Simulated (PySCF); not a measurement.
**W(NMe)2F2: geometry, NMR shifts and electronic excitations**

Wanted: the NMR shifts and electronic excitations of W(NMe)2F2 (`C[N]=[W]([F])([F])=[N]C`), by calculation.

The runs use PySCF 2.14.0, with density-fitted response routines of our own; the level of theory stands in each step. All values are computed, except where a source is named. Atoms are numbered from 0 throughout.

## (1) The starting structure

13 atoms, charge 0, multiplicity 1; geometry from: GFN2-xTB. The atoms were then displaced at random by about 0.03 Å, so the start is not that level's minimum.

Bonds of the start (Å): W0–N1 1.77, W0–N6 1.77, W0–F11 2.00, W0–F12 1.93, N1–C2 1.40, C2–H3 1.19, C2–H4 1.05, C2–H5 1.12, N6–C7 1.45, C7–H8 1.02, C7–H9 1.07, C7–H10 1.11.

## (2) Optimising the geometry at PBE0-D3(BJ)/def2-SVP

What the job is given:

```
{"job": {"xc": "PBE0", "basis": "def2-SVP", "d3": "d3bj", "grid": 1, "maxiter": 40, "shake": 0.03, "kind": "geom"}, "charge": 0, "multiplicity": 1}
W     -1.056480    -0.082300    -0.774020
N     -1.169770    -0.034670     0.996470
C     -0.922050    -0.040440     2.371910
H     -0.321770     0.930500     2.690140
H     -1.777500    -0.216420     2.959910
H     -0.158330    -0.817600     2.624820
N      0.583940     0.011480    -1.423230
C      2.013140     0.051000    -1.634820
H      2.218130    -0.100840    -2.617390
H      2.372240     0.991340    -1.271670
H      2.418090    -0.766650    -1.003610
F     -2.045380     1.540390    -1.407610
F     -2.123630    -1.517890    -1.488720
```

Run with:

```sh
$ OMP_NUM_THREADS=1 python probes_run.py task.json out
```

The driver reads the jobs from task.json and runs them one after another.

Log:

```text
step   0  E = -455.51318734  max force = 0.078467
step   1  E = -455.53918849  max force = 0.028250
step   2  E = -455.54403384  max force = 0.015013
step   3  E = -455.54606865  max force = 0.006884
step   4  E = -455.54667055  max force = 0.005014
step   5  E = -455.54684219  max force = 0.001764
step   6  E = -455.54688228  max force = 0.000618
step   7  E = -455.54688677  max force = 0.000536
step   8  E = -455.54689017  max force = 0.000331
optimisation converged
```

It took 2.1 min on 1 thread of Arm Neoverse V1, shared host; peak memory 0.56 GiB.

Step by step:

```
step  energy from step 0 (eV)  largest force component (eV/Å)
   0                   0.0000                          4.0349
   1                  -0.7075                          1.4527
   2                  -0.8394                          0.7720
   3                  -0.8947                          0.3540
   4                  -0.9111                          0.2578
   5                  -0.9158                          0.0907
   6                  -0.9169                          0.0318
   7                  -0.9170                          0.0276
   8                  -0.9171                          0.0170
```

Close pairs (by a distance rule), those that changed most:

| bond | before (Å) | after (Å) | change (Å) |
| --- | --- | --- | --- |
| W0–F11 | 2.003 | 1.886 | -0.117 |
| C7–H8 | 1.015 | 1.103 | +0.088 |
| C2–H3 | 1.185 | 1.103 | -0.082 |
| C2–H4 | 1.053 | 1.103 | +0.050 |
| W0–F12 | 1.926 | 1.886 | -0.041 |
| C7–H9 | 1.070 | 1.103 | +0.033 |
| W0–N1 | 1.775 | 1.742 | -0.032 |
| N6–C7 | 1.445 | 1.419 | -0.026 |

The final coordinates are the input of the step that follows.

```
                         at the end point                value
  point group (found at 0.08 Å tolerance)                   Cs
rotational constants (GHz, main isotopes)  1.623, 1.618, 1.218
                        dipole moment (D)                 3.19
```

## (3) Shielding tensors: PBE0/def2-TZVP+pcSseg-1

What the job is given:

```
{"job": {"kind": "nmr", "xc": "PBE0", "basis": {"default": "pcSseg-1", "W": "def2-TZVP"}}, "charge": 0, "multiplicity": 1}
W     -1.230645     0.014366    -0.893860
N     -1.231550    -0.021033     0.848207
C     -0.730189    -0.045559     2.175540
H     -0.268010     0.919121     2.445403
H     -1.546188    -0.238422     2.892240
H      0.028551    -0.836269     2.308087
N      0.426121     0.022533    -1.428968
C      1.843478     0.020147    -1.363302
H      2.274618    -0.166578    -2.361511
H      2.227402     0.991635    -1.007672
H      2.216322    -0.764864    -0.682750
F     -1.988299     1.658532    -1.421780
F     -1.990982    -1.605710    -1.487455
```

Level: GIAO PBE0/pcSseg-1 W:def2-TZVP NMR shielding, scalar relativity only through core potentials, gas phase.

Log:

```text
coarse grid: 54968 points
cycle   1  E = -455.4472962071  dE = -2.046e+01  |g| = 1.419e+00  |ddm| = 9.903e+00
cycle   2  E = -452.6646559144  dE =  2.783e+00  |g| = 4.028e+00  |ddm| = 2.876e+00
cycle   3  E = -455.7385911183  dE = -3.074e+00  |g| = 6.453e-01  |ddm| = 2.363e+00
cycle   4  E = -455.8082238364  dE = -6.963e-02  |g| = 2.662e-01  |ddm| = 5.354e-01
cycle   5  E = -455.8204953915  dE = -1.227e-02  |g| = 8.368e-02  |ddm| = 1.732e-01
cycle   6  E = -455.8220426862  dE = -1.547e-03  |g| = 1.075e-02  |ddm| = 6.897e-02
cycle   7  E = -455.8220644136  dE = -2.173e-05  |g| = 3.146e-03  |ddm| = 7.100e-03
cycle   8  E = -455.8220666158  dE = -2.202e-06  |g| = 1.039e-03  |ddm| = 2.457e-03
final grid: 115432 points
cycle   9  E = -455.8220523539  dE =  1.054e-06  |g| = 2.565e-03  |ddm| = 2.402e-03
cycle  10  E = -455.8220420373  dE =  1.032e-05  |g| = 7.288e-03  |ddm| = 5.801e-03
cycle  11  E = -455.8220537916  dE = -1.175e-05  |g| = 4.018e-04  |ddm| = 4.315e-03
cycle  12  E = -455.8220538170  dE = -2.543e-08  |g| = 1.739e-04  |ddm| = 2.825e-04
cycle  13  E = -455.8220538235  dE = -6.470e-09  |g| = 2.481e-05  |ddm| = 1.115e-04
cycle  14  E = -455.8220538236  dE = -1.104e-10  |g| = 9.802e-06  |ddm| = 1.724e-05
converged SCF energy = -455.8220538236

GIAO shielding tensors (ppm)
atom      isotropic    diamagn.    paramagn.     s11        s22        s33       span
  0 W          nan         nan         nan        nan        nan        nan        nan
  1 N      -97.797     327.597    -425.395   -316.990    -91.451    115.049    432.039
  2 C      136.143     246.991    -110.848    110.399    114.534    183.495     73.096
  3 H       27.396      29.592      -2.196     24.672     26.399     31.117      6.445
  4 H       27.957      26.425       1.533     24.437     26.514     32.921      8.484
  5 H       27.100      30.302      -3.202     24.316     26.578     30.405      6.089
  6 N      -97.972     327.596    -425.569   -317.313    -91.431    114.827    432.140
  7 C      136.091     247.026    -110.935    110.262    114.548    183.463     73.201
  8 H       27.943      26.438       1.505     24.424     26.511     32.895      8.472
  9 H       27.410      29.521      -2.112     24.684     26.378     31.166      6.482
 10 H       27.084      30.353      -3.269     24.294     26.597     30.361      6.067
 11 F      202.548     471.961    -269.413     15.379    227.950    364.314    348.935
 12 F      204.469     471.888    -267.419     19.110    226.778    367.520    348.411
```

Wall time 37 s (1 thread of Arm Neoverse V1, shared host); peak memory 1.1 GiB.

The references, computed at this level on geometries of the same kind, shield at (ppm): ¹H TMS 31.27, ¹³C TMS 184.4, ¹⁹F CFCl3 177.2, ¹⁵N NH3 265.7. Their shielding less the atom's gives the shift. The references are single molecules in the gas phase, so shifts against H2O, NH3, PH3, H3PO4 or CFCl3 are not on the usual liquid scales and can be off by tens of ppm. Atoms listed in one row are averaged.

```csv
atoms,environment,σ (ppm),δ (ppm)
"C2, C7","carbon bonded to N, 3 H",136.1,48.3
"H3, H4, H5, H8, H9, H10",hydrogen on a carbon bonded to N,27.48,3.79
"N1, N6","nitrogen bonded to C, W",-97.9,363.6
"F11, F12",fluorine bonded to W,203.5,-26.3
```

Atoms past Kr carry core potentials, so their printed shieldings have no meaning and are left out of the table.

Charges from the same density, by scheme (e):

| atoms | Mulliken | ESP fit |
| --- | --- | --- |
| W0 | 1.26 | 1.43 |
| N1, N6 | -0.54 | -0.49 |
| C2, C7 | -0.08 | -0.23 |
| F11, F12 | -0.40 | -0.39 |

Mayer bond orders: W0–N1 2.10, W0–N6 2.10, W0–F11 0.92, W0–F12 0.92, N1–C2 0.96, N6–C7 0.96.

With diffuse functions Mulliken charges and Mayer bond orders lose their meaning; the other schemes are steadier.

Orbitals, density, ELF and potential are computed afterwards from the orbital file.

Frontier orbitals at PBE0/def2-TZVP+pcSseg-1, with the share of their density that lies nearest to each atom:

| orbital | energy (eV) | lies on |
| --- | --- | --- |
| HOMO | -7.30 | N1, N6 about 35 % each; W0 8 % |
| LUMO | -1.07 | W0 53 %; F11, F12 about 12 % each; N1, N6 about 10 % each |

ELF in a plane through or near 7 of the atoms.

Values, 10 rows by 14 columns:
```
0.00 0.00 0.00 0.00 0.00 0.00 0.00 0.00 0.00 0.00 0.00 0.00 0.00 0.00
0.00 0.00 0.00 0.00 0.00 0.00 0.00 0.00 0.00 0.00 0.00 0.00 0.00 0.00
0.00 0.00 0.00 0.00 0.00 0.02 0.04 0.07 0.02 0.01 0.00 0.00 0.00 0.00
0.00 0.00 0.00 0.00 0.49 0.41 0.81 0.60 0.21 0.65 0.14 0.00 0.00 0.00
0.00 0.00 0.05 0.03 0.57 0.37 0.44 0.58 0.66 0.81 0.08 0.08 0.00 0.00
0.00 0.01 0.98 1.00 0.42 0.82 0.50 0.21 0.62 0.76 0.91 1.00 0.48 0.00
0.00 0.00 0.38 0.43 0.53 0.63 0.02 0.00 0.21 0.73 0.35 0.57 0.03 0.00
0.00 0.00 0.00 0.01 0.05 0.10 0.01 0.00 0.04 0.10 0.02 0.00 0.00 0.00
0.00 0.00 0.00 0.00 0.00 0.00 0.00 0.00 0.00 0.00 0.00 0.00 0.00 0.00
0.00 0.00 0.00 0.00 0.00 0.00 0.00 0.00 0.00 0.00 0.00 0.00 0.00 0.00
```
The map spans 11.7 Å across and 10.1 Å up, centred on the molecule. Atoms in the plane (x, y in Å): W0 (0.0, 1.5), N1 (1.4, 0.5), C2 (2.2, -0.7), H4 (3.3, -0.4), N6 (-1.4, 0.5), C7 (-2.2, -0.7), H8 (-3.2, -0.5).

On the surface of density 0.002 e/bohr³ the electrostatic potential runs, from the 1st to the 99th percentile, from -1.16 V near F11 to 2.12 V near W0.

## (4) Excited states and response: PBE0/def2-SVPD

Same as in step 3 but for these lines:

```diff
@@ -1,2 +1,2 @@
-{"job": {"kind": "nmr", "xc": "PBE0", "basis": {"default": "pcSseg-1", "W": "def2-TZVP"}}, "charge": 0, "multiplicity": 1}
+{"job": {"kind": "uv", "xc": "PBE0", "basis": "def2-SVPD", "ip": true, "nstates": 10}, "charge": 0, "multiplicity": 1}
 W     -1.230645     0.014366    -0.893860
```

Method: TDDFT PBE0/def2-SVPD, vertical, gas phase, core orbitals frozen in the response.

Log:

```text
coarse grid: 54968 points
cycle   1  E = -455.3536164706  dE = -1.226e+01  |g| = 1.040e+00  |ddm| = 8.604e+00
cycle   2  E = -454.7432062472  dE =  6.104e-01  |g| = 2.111e+00  |ddm| = 2.800e+00
cycle   3  E = -455.4984972668  dE = -7.553e-01  |g| = 5.142e-01  |ddm| = 1.998e+00
cycle   4  E = -455.5615419136  dE = -6.304e-02  |g| = 1.293e-01  |ddm| = 5.624e-01
cycle   5  E = -455.5642541341  dE = -2.712e-03  |g| = 5.920e-02  |ddm| = 1.432e-01
cycle   6  E = -455.5649717261  dE = -7.176e-04  |g| = 8.147e-03  |ddm| = 5.383e-02
cycle   7  E = -455.5649861897  dE = -1.446e-05  |g| = 1.694e-03  |ddm| = 1.004e-02
cycle   8  E = -455.5649868109  dE = -6.213e-07  |g| = 5.267e-04  |ddm| = 2.674e-03
final grid: 115432 points
cycle   9  E = -455.5650008229  dE =  1.507e-07  |g| = 1.343e-03  |ddm| = 5.687e-03
cycle  10  E = -455.5649976453  dE =  3.178e-06  |g| = 3.992e-03  |ddm| = 4.511e-03
cycle  11  E = -455.5650012262  dE = -3.581e-06  |g| = 1.987e-04  |ddm| = 3.444e-03
cycle  12  E = -455.5650012327  dE = -6.531e-09  |g| = 9.030e-05  |ddm| = 2.559e-04
cycle  13  E = -455.5650012345  dE = -1.777e-09  |g| = 1.675e-05  |ddm| = 9.068e-05
cycle  14  E = -455.5650012346  dE = -6.526e-11  |g| = 6.305e-06  |ddm| = 2.049e-05
converged SCF energy = -455.5650012346

Static polarisability (au): isotropic 84.636, principal 63.719 85.388 104.802

Singlet excitations
state   eV       nm        f      main configurations
  1   4.7133    263.1   0.02769   H->L 0.86, H-1->L+1 0.09
  2   4.8234    257.0   0.00013   H-1->L 0.52, H->L+1 0.46
  3   5.0039    247.8   0.00764   H->L+1 0.52, H-1->L 0.47
  4   5.3503    231.7   0.00607   H->L+2 0.75, H-1->L+1 0.22
  5   5.4722    226.6   0.00002   H-2->L 0.95
  6   5.5602    223.0   0.00005   H->L+3 0.91
  7   5.8349    212.5   0.00387   H-1->L+2 0.95
  8   5.9377    208.8   0.00019   H-3->L 0.64, H-1->L+3 0.25, H-2->L+1 0.09
  9   6.0657    204.4   0.11597   H-1->L+1 0.51, H->L+2 0.15, H-2->L+3 0.14
 10   6.2100    199.7   0.00155   H-2->L+1 0.47, H->L+4 0.31, H-1->L+3 0.19

Triplet excitations (Tamm-Dancoff, eV): 4.0048 4.4565 4.6805 4.7129
Vertical ionisation energy (delta-SCF) = 9.1526 eV
```

Run time: 3.2 min. Hardware: 1 thread of Arm Neoverse V1, shared host; peak memory 1 GiB.

Frontier orbitals and where they lie:

| orbital | eV | atoms |
| --- | --- | --- |
| HOMO−3 | -8.85 | W0 25 %, N6 20 %, N1 20 % |
| HOMO−2 | -8.45 | W0 23 %, N6 21 %, N1 20 % |
| HOMO−1 | -7.83 | N1 26 %, N6 26 %, W0 16 % |
| HOMO | -7.38 | N1 31 %, N6 31 %, W0 13 % |
| LUMO | -1.19 | W0 58 %, F11 10 %, F12 9 % |
| LUMO+1 | -0.64 | W0 51 %, N6 14 %, N1 14 % |
| LUMO+2 | -0.56 | W0 48 %, N6 8 %, N1 8 % |

With each of the 10 states as a Gaussian band of 0.4 eV half-width at 1/e, the curve within the window shown has maxima at 259 nm (ε 1,400), 204 nm (ε 4,900) L/(mol cm). Beyond the last state computed it falls off for lack of states. The curve at chosen wavelengths:

```
 nm  ε (L/mol/cm)
190          1413
194          2652
199          4209
203          4848
208          4527
212          3628
216          2585
221          1534
225          1022
230           739
234           704
238           772
243           935
247          1086
252          1252
256          1334
260          1353
265          1281
269          1160
274           959
278           783
282           614
287           429
291           310
296           197
300           133
```

Leading natural transition orbitals of singlet state 9: the hole lies on N1 40 %; N6 21 %; W0 10 %; the particle on W0 49 %; N6 18 %; N1 12 %.

Leading natural transition orbitals of singlet state 1: the hole lies on N1, N6 about 36 % each; W0 7 %; the particle on W0 54 %; F11, F12 about 12 % each; N1, N6 about 9 % each.

Further results of this job:

| property | computed |
| --- | --- |
| dipole moment (D) | 3.19 |
| polarisability (Å³) | 12.54 |
| HOMO–LUMO gap (eV) | 6.19 |
| −ε(HOMO) (eV) | 7.38 |

## (5) Nuclear shieldings: wB97X-D/def2-TZVP+pcSseg-1

Same as in step 4 but for these lines:

```diff
@@ -1,2 +1,2 @@
-{"job": {"kind": "uv", "xc": "PBE0", "basis": "def2-SVPD", "ip": true, "nstates": 10}, "charge": 0, "multiplicity": 1}
+{"job": {"kind": "nmr", "xc": "wB97X-D", "basis": {"default": "pcSseg-1", "W": "def2-TZVP"}, "pop": false}, "charge": 0, "multiplicity": 1}
 W     -1.230645     0.014366    -0.893860
```

Method: GIAO wB97X-D/pcSseg-1 W:def2-TZVP NMR shielding, scalar relativity only through core potentials, gas phase.

Log:

```text
coarse grid: 54968 points
cycle   1  E = -455.8404053084  dE = -2.068e+01  |g| = 1.362e+00  |ddm| = 9.885e+00
cycle   2  E = -454.9405530324  dE =  8.999e-01  |g| = 2.647e+00  |ddm| = 2.100e+00
cycle   3  E = -456.1400024607  dE = -1.199e+00  |g| = 3.549e-01  |ddm| = 1.457e+00
cycle   4  E = -456.1609081925  dE = -2.091e-02  |g| = 1.372e-01  |ddm| = 2.792e-01
cycle   5  E = -456.1641174052  dE = -3.209e-03  |g| = 3.897e-02  |ddm| = 8.073e-02
cycle   6  E = -456.1644291122  dE = -3.117e-04  |g| = 5.560e-03  |ddm| = 2.759e-02
cycle   7  E = -456.1644391303  dE = -1.002e-05  |g| = 1.865e-03  |ddm| = 6.649e-03
cycle   8  E = -456.1644407055  dE = -1.575e-06  |g| = 4.480e-04  |ddm| = 2.797e-03
final grid: 115432 points
cycle   9  E = -456.1550906560  dE = -3.859e-05  |g| = 2.697e-03  |ddm| = 3.666e-02
cycle  10  E = -456.1550887108  dE =  1.945e-06  |g| = 4.069e-03  |ddm| = 6.392e-03
cycle  11  E = -456.1550919926  dE = -3.282e-06  |g| = 9.101e-04  |ddm| = 2.696e-03
cycle  12  E = -456.1550921498  dE = -1.572e-07  |g| = 1.905e-04  |ddm| = 5.780e-04
cycle  13  E = -456.1550921582  dE = -8.402e-09  |g| = 6.741e-05  |ddm| = 2.329e-04
cycle  14  E = -456.1550921592  dE = -9.890e-10  |g| = 3.456e-05  |ddm| = 6.226e-05
cycle  15  E = -456.1550921596  dE = -3.911e-10  |g| = 1.338e-05  |ddm| = 3.740e-05
converged SCF energy = -456.1550921596

GIAO shielding tensors (ppm)
atom      isotropic    diamagn.    paramagn.     s11        s22        s33       span
  0 W          nan         nan         nan        nan        nan        nan        nan
  1 N      -97.156     328.048    -425.204   -327.089    -86.188    121.809    448.898
  2 C      137.177     246.414    -109.237    112.351    116.485    182.695     70.345
  3 H       27.608      29.710      -2.102     24.886     26.650     31.288      6.402
  4 H       28.179      26.561       1.618     24.625     26.764     33.147      8.522
  5 H       27.312      30.420      -3.108     24.546     26.834     30.557      6.011
  6 N      -97.370     328.053    -425.423   -327.467    -86.208    121.566    449.033
  7 C      137.118     246.447    -109.329    112.206    116.487    182.661     70.455
  8 H       28.165      26.574       1.591     24.613     26.760     33.123      8.510
  9 H       27.621      29.639      -2.018     24.898     26.628     31.338      6.440
 10 H       27.297      30.472      -3.176     24.525     26.854     30.511      5.986
 11 F      219.011     472.612    -253.601     34.616    238.179    384.239    349.624
 12 F      220.766     472.541    -251.775     38.001    237.027    387.269    349.268
```

Run time: 29 s. Hardware: 1 thread of Arm Neoverse V1, shared host; peak memory 1.1 GiB.

Key values: δ C2 47.4, N1 361.2, F11 -32.7, H3 3.68 ppm (means over like atoms).

## (6) Side by side: NMR shifts

Shifts (ppm), means over like atoms, with basis size and wall time:

| run | C2 | H3 | N1 | F11 | functions | time |
| --- | --- | --- | --- | --- | --- | --- |
| PBE0/def2-TZVP+pcSseg-1 | 48.3 | 3.79 | 363.6 | -26.3 | 172 | 37 s |
| wB97X-D/def2-TZVP+pcSseg-1 | 47.4 | 3.68 | 361.2 | -32.7 | 172 | 29 s |

## (7) What came out

| quantity | value |
| --- | --- |
| point group | Cs |
| rotational constants (main isotopes) | 1.62, 1.62, 1.22 GHz |
| ¹³C shifts against TMS (PBE0/def2-TZVP+pcSseg-1, means over atoms taken as alike) | 48.3 ppm |
| ¹H shifts against TMS (PBE0/def2-TZVP+pcSseg-1, means over atoms taken as alike) | 3.79 ppm |
| ¹⁵N shifts against NH3 (PBE0/def2-TZVP+pcSseg-1, means over atoms taken as alike) | 363.6 ppm |
| ¹⁹F shifts against CFCl3 (PBE0/def2-TZVP+pcSseg-1, means over atoms taken as alike) | -26.3 ppm |
| surface potential, 1st and 99th percentile | -1.16 V and 2.12 V |
| lowest singlet (PBE0/def2-SVPD) | 4.71 eV (263 nm), f = 0.028 |
| brightest single state of those computed | state 9, 6.07 eV, f = 0.116 |
| lowest triplet | 4.00 eV |
| range of the shift of F11 | -32.7 to -26.3 ppm |

The start was shaken at random, so part of the energy gained undoes that. The optimisation took 8 steps and gained 0.917 eV; among the close pairs (by a distance rule), W0–F11 changed most, from 2.003 to 1.886 Å. At PBE0/def2-TZVP+pcSseg-1: The largest span, 432 ppm, is at N1, N6, where the paramagnetic term is -425 ppm. By nearest atom (PBE0/def2-TZVP+pcSseg-1), the HOMO sits on N1, N6 about 35 % each; W0 8 % and the LUMO on W0 53 %; F11, F12 about 12 % each. The first singlet state (HOMO→LUMO 0.86, HOMO−1→LUMO+1 0.09) lies at 4.71 eV and is weak; of the 10 states computed, the strongest absorption comes from state 9 at 6.07 eV. The lowest triplet lies 0.71 eV below the lowest singlet (triplets in Tamm-Dancoff, singlets in full TDDFT). Spin-orbit coupling, left out, mixes singlets and triplets in elements this heavy. In ppm, F11 (with its like atoms) moves most: its shift spreads over 6.5 ppm, from -32.7 (wB97X-D/def2-TZVP+pcSseg-1) to -26.3 (PBE0/def2-TZVP+pcSseg-1). Spin-orbit coupling is left out, which matters for shieldings and couplings at and beside the heavy atoms.
